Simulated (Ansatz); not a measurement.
# AlBrCl2H2O: two geometries relaxed

Are the two ends of the reaction (exchange4) separate minima, and which lies lower? Each is relaxed from a guess. Meant to form: Al1–Br6, H5–O2; to break: Al1–O2, H5–Br6. The start is a guess near the saddle point, from which both ends are pulled out.

Program: Ansatz 0.2.0. Level of theory: RKS B3LYP-D4/def2-SVP. These are calculated values, not measurements.

**1. The starting structure**

Bond lengths: Al1–O2 2.182 Å, Al1–Cl3 2.018 Å, Al1–Cl4 2.011 Å, Al1–Br6 2.814 Å, O2–H7 0.956 Å. Angles: Al1–O2–H7 129.8°, O2–Al1–Cl3 105.4°, O2–Al1–Cl4 105.4°, O2–Al1–Br6 76.2°, Cl3–Al1–Cl4 140.7°, Cl3–Al1–Br6 106.7°, Cl4–Al1–Br6 103.8°.

Coordinates:

```xyz
7

Al   -0.6657   -0.6894   -0.3954
O     0.5807    1.1013   -0.4233
Cl    0.5023   -2.1652   -1.1225
Cl   -2.5617   -0.0230   -0.4733
H     0.5968    0.8967    0.8281
Br    0.0627   -0.3343    2.2996
H     1.4848    1.2138   -0.7132
```

**2. A restrained relaxation towards end A**

Springs on the bonds that form and break draw the guess towards this end; the thresholds are loose.

input.yaml

```yaml
crystal:
  periodic: [false, false, false]
  atoms:
    - { symbol: Al, position_ang: [-0.6657, -0.6894, -0.3954] }
    - { symbol: O, position_ang: [0.5807, 1.1013, -0.4233] }
    - { symbol: Cl, position_ang: [0.5023, -2.1652, -1.1225] }
    - { symbol: Cl, position_ang: [-2.5617, -0.023, -0.4733] }
    - { symbol: H, position_ang: [0.5968, 0.8967, 0.8281] }
    - { symbol: Br, position_ang: [0.0627, -0.3343, 2.2996] }
    - { symbol: H, position_ang: [1.4848, 1.2138, -0.7132] }
basis:
  gaussian: { orbitals: def2-SVP }
hamiltonian:
  xc: b3lyp
  dispersion: d4
relax:
  f_tol: 0.15
  max_steps: 25
  restrain:
    - { distance: [0, 5], at: 3.71, k: 30.0 }
    - { distance: [4, 1], at: 2.27, k: 30.0 }
    - { distance: [0, 1], at: 1.87, k: 30.0 }
    - { distance: [4, 5], at: 1.51, k: 30.0 }
output:
  orbitals: {}
```

Launch:

```sh
> ansatz run input.yaml --threads 2 --pin off --max-ram 3072MiB --backend cpu --events-out ev --progress --plain --runs-dir out
```

The log of the run, cut to the lines that bear on the results:

```text
Warning: RAYON_NUM_THREADS=2 ignored (pool sized by the plan → 2); use --threads N
[...]
Functional definition: B3LYP
[...]
1094 factors; integrals over basis functions are off by at most 3.2e-4 eV
[...]
mean field -103755.13886291 eV, -3812.9310254528 hartree, gradient 1.9e-5 eV, S^2 0.000000; 0 other end points of the search recorded, 0 dependent functions left out
[...]
reference -103755.13911593 eV, -3812.9310347513 hartree; 46, 46 occupied and 64, 64 virtual orbitals, 1094 factors
relax step   1: F+E_penalty+E_count = -103755.50349077 eV  Δ(F+E_penalty+E_count) = +0.000e0 eV  max|allowed force component| = 3.427e0 eV/Å  E_restraint = 32.03036630 eV  max|allowed force component, restraints' pulls added| = 3.768e1 eV/Å  Δτ_max = 0.0000 Å  (26 SCF iters, accepted)
[...]
relax step   3: F+E_penalty+E_count = -103755.02993822 eV  Δ(F+E_penalty+E_count) = -1.581e-1 eV  max|allowed force component| = 3.729e0 eV/Å  E_restraint = 5.55338990 eV  max|allowed force component, restraints' pulls added| = 1.597e1 eV/Å  Δτ_max = 0.1949 Å  (34 SCF iters, accepted)
[...]
relax step   5: F+E_penalty+E_count = -103755.91358441 eV  Δ(F+E_penalty+E_count) = -3.038e-1 eV  max|allowed force component| = 1.469e0 eV/Å  E_restraint = 0.10486810 eV  max|allowed force component, restraints' pulls added| = 1.378e0 eV/Å  Δτ_max = 0.1902 Å  (28 SCF iters, accepted)
[...]
relax step  10: F+E_penalty+E_count = -103755.96352973 eV  Δ(F+E_penalty+E_count) = -3.765e-3 eV  max|allowed force component| = 1.685e0 eV/Å  E_restraint = 0.07979251 eV  max|allowed force component, restraints' pulls added| = 5.731e-2 eV/Å  Δτ_max = 0.0930 Å  (27 SCF iters, accepted)
  distance Al 0 - Br 5 = 3.7060 Å
  distance H 4 - O 1 = 2.2641 Å
  distance Al 0 - O 1 = 1.8041 Å
  distance H 4 - Br 5 = 1.4796 Å
1094 factors; integrals over basis functions are off by at most 7.1e-4 eV
[...]
mean field -103755.63980593 eV, -3812.9494347692 hartree, gradient 1.2e-5 eV, S^2 0.000000; 1 other end points of the search recorded, 0 dependent functions left out
[...]
reference -103755.64007452 eV, -3812.9494446398 hartree; 46, 46 occupied and 64, 64 virtual orbitals, 1094 factors
Total energy: -103755.96379832 eV, -3812.9613412702 hartree
Atom 0 at    -0.517357    -0.444302    -0.846105 Å, force     1.078921     1.685340     0.392814 eV/Å
Atom 1 at     0.495862     1.031613    -0.622932 Å, force    -1.123849    -1.657003    -0.066002 eV/Å
Atom 2 at     0.343475    -2.236688    -1.473017 Å, force     0.030200    -0.033859    -0.014578 eV/Å
Atom 3 at    -2.568586    -0.225286    -0.576083 Å, force     0.017404    -0.000950    -0.009721 eV/Å
Atom 4 at     0.540703     0.926512     1.638249 Å, force    -0.161340    -0.576203     0.520386 eV/Å
Atom 5 at     0.278225    -0.016137     2.748082 Å, force     0.136661     0.572661    -0.812806 eV/Å
Atom 6 at     1.427577     0.964188    -0.868193 Å, force     0.022003     0.010014    -0.010094 eV/Å
Dipole moment:     0.342380     0.090382    -0.212368 e Å
```

Wall time 38 s (2 threads of Arm Neoverse V1, shared host); peak memory 0.28 GiB.

The steps of the relaxation:

| step | energy from step 1 (eV) | largest force component (eV/Å) |
| --- | --- | --- |
| 1 | 0.0000 | 3.4267 |
| 2 | 0.6316 | 3.3056 |
| 3 | 0.4736 | 3.7286 |
| 4 | -0.1063 | 2.8878 |
| 5 | -0.4101 | 1.4690 |
| 6x | -0.3332 | 5.1544 |
| 7 | -0.4458 | 1.5984 |
| 8 | -0.4531 | 1.6380 |
| 9 | -0.4563 | 1.6499 |
| 10 | -0.4600 | 1.6853 |

Step 1 is the start. 1 step was tried and not accepted (marked x). Energies and forces in the table leave out the springs, which the log lists apart; the run stops on the force with the springs' pull added.

After: Bond lengths: Al1–O2 1.804 Å, Al1–Cl3 2.085 Å, Al1–Cl4 2.080 Å, H5–Br6 1.480 Å, O2–H7 0.966 Å. Angles: Al1–O2–H7 117.0°, O2–Al1–Cl3 120.6°, O2–Al1–Cl4 116.8°, Cl3–Al1–Cl4 122.5°.

Pairs that crossed the distance rule for bonds on the way: came closer H5–Br6; moved apart Al1–Br6.

**3. Relaxing end A**

It starts where the restrained run ended.

input.yaml

```yaml
crystal:
  periodic: [false, false, false]
  atoms:
    - { symbol: Al, position_ang: [-0.517357, -0.444302, -0.846105] }
    - { symbol: O, position_ang: [0.495862, 1.031613, -0.622932] }
    - { symbol: Cl, position_ang: [0.343475, -2.236688, -1.473017] }
    - { symbol: Cl, position_ang: [-2.568586, -0.225286, -0.576083] }
    - { symbol: H, position_ang: [0.540703, 0.926512, 1.638249] }
    - { symbol: Br, position_ang: [0.278225, -0.016137, 2.748082] }
    - { symbol: H, position_ang: [1.427577, 0.964188, -0.868193] }
basis:
  gaussian: { orbitals: def2-SVP }
hamiltonian:
  xc: b3lyp
  dispersion: d4
relax:
  f_tol: 0.03
  max_steps: 50
```

Launch:

```sh
> ansatz run input.yaml --threads 2 --pin off --max-ram 3072MiB --backend cpu --events-out ev --progress --plain --runs-dir out
```

The log of the run, cut to the lines that bear on the results:

```text
Warning: RAYON_NUM_THREADS=2 ignored (pool sized by the plan → 2); use --threads N
[...]
Functional definition: B3LYP
[...]
1085 factors; integrals over basis functions are off by at most 6.6e-4 eV
[...]
mean field -103755.63979591 eV, -3812.9494344010 hartree, gradient 2.9e-5 eV, S^2 0.000000; 0 other end points of the search recorded, 0 dependent functions left out
[...]
reference -103755.64006411 eV, -3812.9494442574 hartree; 46, 46 occupied and 64, 64 virtual orbitals, 1085 factors
relax step   1: F+E_penalty+E_count = -103755.96351972 eV  Δ(F+E_penalty+E_count) = +0.000e0 eV  max|allowed force component| = 1.685e0 eV/Å  Δτ_max = 0.0000 Å  (25 SCF iters, accepted)
[...]
relax step   4: F+E_penalty+E_count = -103756.17875318 eV  Δ(F+E_penalty+E_count) = -3.694e-2 eV  max|allowed force component| = 4.187e-1 eV/Å  Δτ_max = 0.1284 Å  (28 SCF iters, accepted)
[...]
relax step   7: F+E_penalty+E_count = -103756.25175454 eV  Δ(F+E_penalty+E_count) = -1.526e-2 eV  max|allowed force component| = 1.650e-1 eV/Å  Δτ_max = 0.0513 Å  (29 SCF iters, accepted)
[...]
relax step  10: F+E_penalty+E_count = -103756.36749180 eV  Δ(F+E_penalty+E_count) = -7.593e-2 eV  max|allowed force component| = 7.151e-1 eV/Å  Δτ_max = 0.0976 Å  (29 SCF iters, accepted)
[...]
relax step  12: F+E_penalty+E_count = -103756.97687610 eV  Δ(F+E_penalty+E_count) = -3.711e-1 eV  max|allowed force component| = 9.922e-1 eV/Å  Δτ_max = 0.1814 Å  (29 SCF iters, accepted)
[...]
relax step  13: F+E_penalty+E_count = -103757.20384975 eV  Δ(F+E_penalty+E_count) = -2.270e-1 eV  max|allowed force component| = 1.199e0 eV/Å  Δτ_max = 0.1996 Å  (28 SCF iters, accepted)
```

**4. The output, continued: end point A relaxed**

The log, continued, cut to the lines that bear on the results:

```text
[...]
1086 factors; integrals over basis functions are off by at most 1.2e-3 eV
mean field -103756.88430006 eV, -3812.9951690849 hartree, gradient 9.4e-6 eV, S^2 0.000000; 0 other end points of the search recorded, 0 dependent functions left out
[...]
reference -103756.88454882 eV, -3812.9951782267 hartree; 46, 46 occupied and 64, 64 virtual orbitals, 1086 factors
relax step  14: F+E_penalty+E_count = -103757.26082228 eV  Δ(F+E_penalty+E_count) = -5.697e-2 eV  max|allowed force component| = 2.651e0 eV/Å  Δτ_max = 0.1973 Å  (29 SCF iters, accepted)
[...]
relax step  20: F+E_penalty+E_count = -103757.38061548 eV  Δ(F+E_penalty+E_count) = -2.526e-3 eV  max|allowed force component| = 8.935e-2 eV/Å  Δτ_max = 0.0519 Å  (25 SCF iters, accepted)
[...]
reference -103757.00082719 eV, -3812.9994513782 hartree; 46, 46 occupied and 64, 64 virtual orbitals, 1087 factors
Total energy: -103757.38121211 eV, -3813.0134302661 hartree
Atom 0 at    -0.573306    -0.566234     0.066206 Å, force     0.003011    -0.001462    -0.010649 eV/Å
Atom 1 at     0.544434     1.016257    -0.272944 Å, force     0.028554     0.005232     0.020481 eV/Å
Atom 2 at     0.533599    -1.884872    -1.184542 Å, force     0.002505    -0.010480     0.000318 eV/Å
Atom 3 at    -2.512269    -0.044982    -0.570840 Å, force    -0.003728     0.001569     0.005083 eV/Å
Atom 4 at     0.947251     1.355908     0.546393 Å, force    -0.006695     0.002634    -0.019721 eV/Å
Atom 5 at    -0.200086    -0.692913     2.318671 Å, force     0.000449     0.004189    -0.013066 eV/Å
Atom 6 at     1.260275     0.816736    -0.902944 Å, force    -0.024096    -0.001682     0.017554 eV/Å
Dipole moment:     0.784625     0.729033    -0.105459 e Å
```

Wall time 76 s (2 threads of Arm Neoverse V1, shared host); peak memory 0.27 GiB.

Step by step:

| step | energy from step 1 (eV) | largest force component (eV/Å) |
| --- | --- | --- |
| 1 | 0.0000 | 1.6853 |
| 2 | -0.1415 | 0.8360 |
| 3 | -0.1783 | 0.4476 |
| 4 | -0.2152 | 0.4187 |
| 5 | -0.2534 | 0.2927 |
| 6 | -0.2730 | 0.3468 |
| 7 | -0.2882 | 0.1650 |
| 8x | -0.2552 | 2.2231 |
| 9 | -0.3280 | 0.3500 |
| 10 | -0.4040 | 0.7151 |
| 11 | -0.6422 | 1.1967 |
| 12 | -1.0134 | 0.9922 |
| 13 | -1.2403 | 1.1985 |
| 14 | -1.2973 | 2.6510 |
| 15 | -1.3575 | 0.4678 |
| 16x | -1.0478 | 3.5801 |
| 17 | -1.3947 | 0.1864 |
| 18 | -1.4106 | 0.2593 |
| 19 | -1.4146 | 0.1263 |
| 20 | -1.4171 | 0.0893 |
| 21 | -1.4174 | 0.0286 |

Step 1 is the start. 2 steps were tried and not accepted (marked x).

After: Bond lengths: Al1–O2 1.967 Å, Al1–Cl3 2.128 Å, Al1–Cl4 2.106 Å, O2–H5 0.974 Å, Al1–Br6 2.287 Å, O2–H7 0.974 Å. Angles: Al1–O2–H5 111.7°, Al1–O2–H7 111.4°, H5–O2–H7 108.1°, O2–Al1–Cl3 95.8°, O2–Al1–Cl4 105.8°, O2–Al1–Br6 97.0°, Cl3–Al1–Cl4 117.0°, Cl3–Al1–Br6 117.4°, Cl4–Al1–Br6 117.5°.

Pairs that crossed the distance rule for bonds on the way: came closer Al1–Br6, O2–H5; moved apart H5–Br6.

**5. Pulling towards end B**

Springs on the bonds that form and break draw the guess towards this end; the thresholds are loose.

input.yaml

```yaml
crystal:
  periodic: [false, false, false]
  atoms:
    - { symbol: Al, position_ang: [-0.6657, -0.6894, -0.3954] }
    - { symbol: O, position_ang: [0.5807, 1.1013, -0.4233] }
    - { symbol: Cl, position_ang: [0.5023, -2.1652, -1.1225] }
    - { symbol: Cl, position_ang: [-2.5617, -0.023, -0.4733] }
    - { symbol: H, position_ang: [0.5968, 0.8967, 0.8281] }
    - { symbol: Br, position_ang: [0.0627, -0.3343, 2.2996] }
    - { symbol: H, position_ang: [1.4848, 1.2138, -0.7132] }
basis:
  gaussian: { orbitals: def2-SVP }
hamiltonian:
  xc: b3lyp
  dispersion: d4
relax:
  f_tol: 0.15
  max_steps: 25
  restrain:
    - { distance: [0, 5], at: 2.41, k: 30.0 }
    - { distance: [4, 1], at: 0.97, k: 30.0 }
    - { distance: [0, 1], at: 3.17, k: 30.0 }
    - { distance: [4, 5], at: 2.81, k: 30.0 }
output:
  orbitals: {}
```

Launch:

```sh
> ansatz run input.yaml --threads 2 --pin off --max-ram 3072MiB --backend cpu --events-out ev --progress --plain --runs-dir out
```

The log of the run, cut to the lines that bear on the results:

```text
Warning: RAYON_NUM_THREADS=2 ignored (pool sized by the plan → 2); use --threads N
[...]
Functional definition: B3LYP
[...]
1094 factors; integrals over basis functions are off by at most 3.2e-4 eV
[...]
mean field -103755.13886291 eV, -3812.9310254528 hartree, gradient 1.9e-5 eV, S^2 0.000000; 0 other end points of the search recorded, 0 dependent functions left out
[...]
reference -103755.13911593 eV, -3812.9310347513 hartree; 46, 46 occupied and 64, 64 virtual orbitals, 1094 factors
relax step   1: F+E_penalty+E_count = -103755.50349077 eV  Δ(F+E_penalty+E_count) = +0.000e0 eV  max|allowed force component| = 3.427e0 eV/Å  E_restraint = 28.47737241 eV  max|allowed force component, restraints' pulls added| = 2.963e1 eV/Å  Δτ_max = 0.0000 Å  (26 SCF iters, accepted)
[...]
mean field -103755.99331430 eV, -3812.9624259623 hartree, gradient 7.4e-6 eV, S^2 0.000000; 1 other end points of the search recorded, 0 dependent functions left out
[...]
reference -103755.99357370 eV, -3812.9624354952 hartree; 46, 46 occupied and 64, 64 virtual orbitals, 1094 factors
Total energy: -103756.32868402 eV, -3812.9747505721 hartree
Atom 0 at    -0.898187    -1.031449    -0.000204 Å, force     0.815384     0.665982     1.017932 eV/Å
Atom 1 at     0.883605     1.539407    -0.379862 Å, force    -0.314643    -0.439703     0.060840 eV/Å
Atom 2 at     0.275638    -2.233828    -1.238303 Å, force    -0.011933    -0.007411     0.007934 eV/Å
Atom 3 at    -2.803648    -0.409731    -0.547302 Å, force    -0.072500     0.011376    -0.008860 eV/Å
Atom 4 at     0.878644     1.511619     0.590193 Å, force     0.032217     0.048690    -0.001479 eV/Å
Atom 5 at    -0.100750    -0.586813     2.186352 Å, force    -0.438436    -0.265256    -1.058556 eV/Å
Atom 6 at     1.764599     1.210695    -0.610874 Å, force    -0.010089    -0.013678    -0.017812 eV/Å
Dipole moment:     0.316149     0.013325     0.073785 e Å
```

Run time: 30 s. Hardware: 2 threads of Arm Neoverse V1, shared host; peak memory 0.28 GiB.

The steps of the relaxation:

| step | energy from step 1 (eV) | largest force component (eV/Å) |
| --- | --- | --- |
| 1 | 0.0000 | 3.4267 |
| 2 | -0.2542 | 3.6273 |
| 3 | -0.5279 | 2.4775 |
| 4 | -0.6639 | 1.5077 |
| 5 | -0.7738 | 1.2206 |
| 6 | -0.7939 | 1.3159 |
| 7 | -0.8075 | 1.0972 |
| 8 | -0.8249 | 1.0586 |

Step 1 is the start. Energies and forces in the table leave out the springs, which the log lists apart; the run stops on the force with the springs' pull added.

After: Bond lengths: Al1–Cl3 2.087 Å, Al1–Cl4 2.078 Å, O2–H5 0.970 Å, Al1–Br6 2.370 Å, O2–H7 0.968 Å. Angles: Cl3–Al1–Cl4 122.1°, Cl3–Al1–Br6 117.8°, Cl4–Al1–Br6 119.7°, H5–O2–H7 103.5°.

Pairs that crossed the distance rule for bonds on the way: came closer O2–H5; moved apart Al1–O2.

**6. End point B**

It starts where the restrained run ended.

input.yaml

```yaml
crystal:
  periodic: [false, false, false]
  atoms:
    - { symbol: Al, position_ang: [-0.898187, -1.031449, -0.000204] }
    - { symbol: O, position_ang: [0.883605, 1.539407, -0.379862] }
    - { symbol: Cl, position_ang: [0.275638, -2.233828, -1.238303] }
    - { symbol: Cl, position_ang: [-2.803648, -0.409731, -0.547302] }
    - { symbol: H, position_ang: [0.878644, 1.511619, 0.590193] }
    - { symbol: Br, position_ang: [-0.10075, -0.586813, 2.186352] }
    - { symbol: H, position_ang: [1.764599, 1.210695, -0.610874] }
basis:
  gaussian: { orbitals: def2-SVP }
hamiltonian:
  xc: b3lyp
  dispersion: d4
relax:
  f_tol: 0.03
  max_steps: 50
```

Launch:

```sh
> ansatz run input.yaml --threads 2 --pin off --max-ram 3072MiB --backend cpu --events-out ev --progress --plain --runs-dir out
```

The log of the run, cut to the lines that bear on the results:

```text
Warning: RAYON_NUM_THREADS=2 ignored (pool sized by the plan → 2); use --threads N
[...]
Functional definition: B3LYP
[...]
1092 factors; integrals over basis functions are off by at most 2.5e-4 eV
[...]
mean field -103755.99331889 eV, -3812.9624261311 hartree, gradient 6.3e-5 eV, S^2 0.000000; 0 other end points of the search recorded, 0 dependent functions left out
[...]
reference -103755.99357871 eV, -3812.9624356793 hartree; 46, 46 occupied and 64, 64 virtual orbitals, 1092 factors
relax step   1: F+E_penalty+E_count = -103756.32842920 eV  Δ(F+E_penalty+E_count) = +0.000e0 eV  max|allowed force component| = 1.059e0 eV/Å  Δτ_max = 0.0000 Å  (25 SCF iters, accepted)
[...]
relax step   4: F+E_penalty+E_count = -103757.18173063 eV  Δ(F+E_penalty+E_count) = -3.567e-1 eV  max|allowed force component| = 6.317e-1 eV/Å  Δτ_max = 0.1994 Å  (28 SCF iters, accepted)
[...]
mean field -103757.00058778 eV, -3812.9994425800 hartree, gradient 2.5e-5 eV, S^2 0.000000; 1 other end points of the search recorded, 0 dependent functions left out
[...]
reference -103757.00083580 eV, -3812.9994516946 hartree; 46, 46 occupied and 64, 64 virtual orbitals, 1092 factors
Total energy: -103757.38117640 eV, -3813.0134289537 hartree
Atom 0 at    -0.555883    -0.586529     0.057331 Å, force    -0.006226     0.014454     0.016498 eV/Å
Atom 1 at     0.521112     1.026428    -0.267697 Å, force     0.018308     0.002491    -0.022342 eV/Å
Atom 2 at     0.591539    -1.886269    -1.173609 Å, force     0.006422    -0.005170    -0.008960 eV/Å
Atom 3 at    -2.502347    -0.110183    -0.593899 Å, force     0.003585    -0.004067    -0.001080 eV/Å
Atom 4 at     0.896657     1.388525     0.554424 Å, force     0.003563    -0.003169    -0.003964 eV/Å
Atom 5 at    -0.202184    -0.692941     2.314531 Å, force    -0.000845    -0.001546    -0.006425 eV/Å
Atom 6 at     1.251007     0.860868    -0.891081 Å, force    -0.024807    -0.002992     0.026273 eV/Å
Dipole moment:     0.769723     0.758092    -0.106775 e Å
```

It took 44 s on 2 threads of Arm Neoverse V1, shared host; peak memory 0.28 GiB.

Step by step:

| step | energy from step 1 (eV) | largest force component (eV/Å) |
| --- | --- | --- |
| 1 | 0.0000 | 1.0586 |
| 2 | -0.2191 | 1.0080 |
| 3 | -0.4966 | 1.2562 |
| 4 | -0.8533 | 0.6317 |
| 5 | -0.8541 | 1.9360 |
| 6 | -0.9734 | 0.7850 |
| 7 | -1.0351 | 0.3231 |
| 8 | -1.0483 | 0.1445 |
| 9 | -1.0506 | 0.0461 |
| 10 | -1.0513 | 0.2550 |
| 11 | -1.0520 | 0.0917 |
| 12 | -1.0525 | 0.0263 |

Step 1 is the start.

After: Bond lengths: Al1–O2 1.967 Å, Al1–Cl3 2.126 Å, Al1–Cl4 2.107 Å, O2–H5 0.974 Å, Al1–Br6 2.287 Å, O2–H7 0.974 Å. Angles: Al1–O2–H5 112.1°, Al1–O2–H7 112.1°, H5–O2–H7 108.3°, O2–Al1–Cl3 96.3°, O2–Al1–Cl4 105.6°, O2–Al1–Br6 96.7°, Cl3–Al1–Cl4 117.2°, Cl3–Al1–Br6 117.4°, Cl4–Al1–Br6 117.3°.

Pairs that crossed the distance rule for bonds on the way: came closer Al1–O2.

**7. Results**

| quantity | value |
| --- | --- |
| end A | 18 moves, 1.417 eV lower |
| end B | 11 moves, 1.052 eV lower |
| largest difference between the ends | 0.02 Å |
| end B relative to end A | +0.000 eV |

In words: The two relaxations end at one structure, within 0.02 Å: no second minimum was found from this start, which doesn't rule one out.
